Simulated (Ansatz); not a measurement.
# C₄H₁₃AlSi: one species, many methods

The task here is to estimate one member of a computed series from the others.

Program: Ansatz 0.2.0, Gaussian basis. Level of theory: functionals in def2-TZVPP, the program's frozen cores in correlated methods. These are calculated values, not measurements.

Plan: LDA (SPW92), PBE-D4, revPBE-D4, BLYP-D4, r2SCAN-D4, B97M-V, PBE0-D4, B3LYP-D4, r2SCANh-D4, r2SCAN0-D4, HSE06-D4, BHLYP-D4, CAM-B3LYP-D4, LC-ωPBE, ωB97X-V, ωB97M-V, B2PLYP, PBE-QIDH; CCSD(T)/def2-SVP; MP2/def2-TZVPP; RPA on PBE.

1 further run of the same task is left out (it didn't finish). Runs told in other sessions of the task aren't counted.

## The relaxed structure

All runs share one geometry, relaxed beforehand with PBE0-D4 in a triple-zeta def2 set.

SMILES `C[Si](C)(C)[CH2][AlH2]`, 19 atoms, charge 0, spin multiplicity 1.

Atoms are counted from 1 here; the program's logs count them from 0.

Bond lengths: C1–Si2 1.877 Å, C1–H7 1.094 Å, C1–H8 1.093 Å, C1–H9 1.094 Å, Si2–C3 1.877 Å, Si2–C4 1.877 Å, Si2–C5 1.870 Å, C3–H10 1.094 Å, C3–H11 1.093 Å, C3–H12 1.093 Å, C4–H13 1.094 Å, C4–H14 1.094 Å, C4–H15 1.093 Å, C5–Al6 1.948 Å, C5–H16 1.099 Å, C5–H17 1.099 Å, Al6–H18 1.592 Å, Al6–H19 1.591 Å. Angles: Si2–C1–H7 111.2°, Si2–C1–H8 111.1°, Si2–C1–H9 111.2°, H7–C1–H8 107.5°, H7–C1–H9 108.0°, H8–C1–H9 107.6°, C1–Si2–C3 109.1°, C1–Si2–C4 109.4°, C1–Si2–C5 109.1°, C3–Si2–C4 109.1°, C3–Si2–C5 111.0°, C4–Si2–C5 109.1°, Si2–C3–H10 111.3°, Si2–C3–H11 111.1°, Si2–C3–H12 111.1°, H10–C3–H11 107.8°, H10–C3–H12 107.8°, H11–C3–H12 107.7° and more.

Geometry (Å):

```xyz
19

C    -0.7342   -1.7515   -0.0914
Si    0.3563   -0.2257   -0.1669
C     2.1564   -0.7558   -0.1308
C     0.0213    0.7017   -1.7639
C    -0.0441    0.8862    1.2822
Al   -1.8783    1.5300    1.4076
H    -0.5813   -2.3018    0.8415
H    -0.5137   -2.4340   -0.9167
H    -1.7931   -1.4853   -0.1573
H     2.3962   -1.4055   -0.9774
H     2.8220    0.1105   -0.1754
H     2.3861   -1.3042    0.7869
H     0.6247    1.6119   -1.8273
H    -1.0314    0.9879   -1.8423
H     0.2617    0.0855   -2.6346
H     0.6126    1.7677    1.2679
H     0.1898    0.3717    2.2250
H    -2.9680    1.1415    0.3143
H    -2.3249    2.4647    2.6151
```

Set-up of the first run:

Contents of in.yaml:

```yaml
crystal:
  periodic: [false, false, false]
  atoms:
    - {symbol: C, position_ang: [-0.734187, -1.751509, -0.091425]}
    - {symbol: Si, position_ang: [0.356282, -0.225655, -0.166919]}
    - {symbol: C, position_ang: [2.156359, -0.755807, -0.130844]}
    - {symbol: C, position_ang: [0.021340, 0.701664, -1.763943]}
    - {symbol: C, position_ang: [-0.044126, 0.886155, 1.282187]}
    - {symbol: Al, position_ang: [-1.878311, 1.530016, 1.407600]}
    - {symbol: H, position_ang: [-0.581289, -2.301786, 0.841480]}
    - {symbol: H, position_ang: [-0.513701, -2.434029, -0.916687]}
    - {symbol: H, position_ang: [-1.793095, -1.485277, -0.157258]}
    - {symbol: H, position_ang: [2.396236, -1.405516, -0.977366]}
    - {symbol: H, position_ang: [2.822048, 0.110519, -0.175363]}
    - {symbol: H, position_ang: [2.386130, -1.304157, 0.786855]}
    - {symbol: H, position_ang: [0.624665, 1.611869, -1.827281]}
    - {symbol: H, position_ang: [-1.031438, 0.987881, -1.842270]}
    - {symbol: H, position_ang: [0.261726, 0.085495, -2.634604]}
    - {symbol: H, position_ang: [0.612608, 1.767676, 1.267866]}
    - {symbol: H, position_ang: [0.189774, 0.371691, 2.224950]}
    - {symbol: H, position_ang: [-2.967967, 1.141478, 0.314318]}
    - {symbol: H, position_ang: [-2.324852, 2.464690, 2.615103]}
basis:
  gaussian: {orbitals: def2-TZVPP}
hamiltonian: {xc: lda}
output: {orbitals: {seedname: orbitals}}
```

Command:

```console
ansatz run in.yaml --threads 4 --pin off --events-out ev --progress --plain --max-ram 11315MiB
```

Steps of the session up to this table: LDA; PBE-D4 (GGA); revPBE-D4 (GGA); BLYP-D4 (GGA); r2SCAN-D4 (meta-GGA); B97M-V (meta-GGA); B3LYP-D4 (hybrid); r2SCANh-D4 (hybrid); r2SCAN0-D4 (hybrid); HSE06-D4 (hybrid); BHLYP-D4 (hybrid); CAM-B3LYP-D4 (range-separated); LC-ωPBE (range-separated); ωB97X-V (range-separated); ωB97M-V (range-separated); B2PLYP (double hybrid); PBE-QIDH (double hybrid).

One table of the session follows, with a row left open; its other results are not shown here.

It belongs to the step «Frontier levels by functional». 

| functional | HOMO (eV) | LUMO (eV) | gap (eV) |
| --- | --- | --- | --- |
| LDA (SPW92) | -6.50 | -2.34 | 4.16 |
| PBE-D4 | -6.38 | -2.08 | 4.31 |
| revPBE-D4 | ? | ? | ? |
| BLYP-D4 | -6.26 | -1.97 | 4.29 |
| r2SCAN-D4 | -6.64 | -1.74 | 4.89 |
| B97M-V | -6.74 | -2.00 | 4.74 |
| PBE0-D4 | -7.59 | -1.30 | 6.30 |
| B3LYP-D4 | -7.39 | -1.52 | 5.87 |
| r2SCANh-D4 | -7.09 | -1.49 | 5.60 |
| r2SCAN0-D4 | -7.77 | -1.11 | 6.65 |
| HSE06-D4 | -7.20 | -1.66 | 5.53 |
| BHLYP-D4 | -8.73 | -0.55 | 8.18 |
| CAM-B3LYP-D4 | -8.94 | -0.40 | 8.54 |
| LC-ωPBE | -10.28 | 0.73 | 11.01 |
| ωB97X-V | -9.93 | 0.56 | 10.50 |
| ωB97M-V | -9.78 | 0.25 | 10.03 |

**Question.** Estimate the row for revPBE-D4.

As computed: HOMO (eV): -6.33; LUMO (eV): -1.95; gap (eV): 4.38. In the column «HOMO (eV)» it lies between PBE-D4 (-6.38) and BLYP-D4 (-6.26).
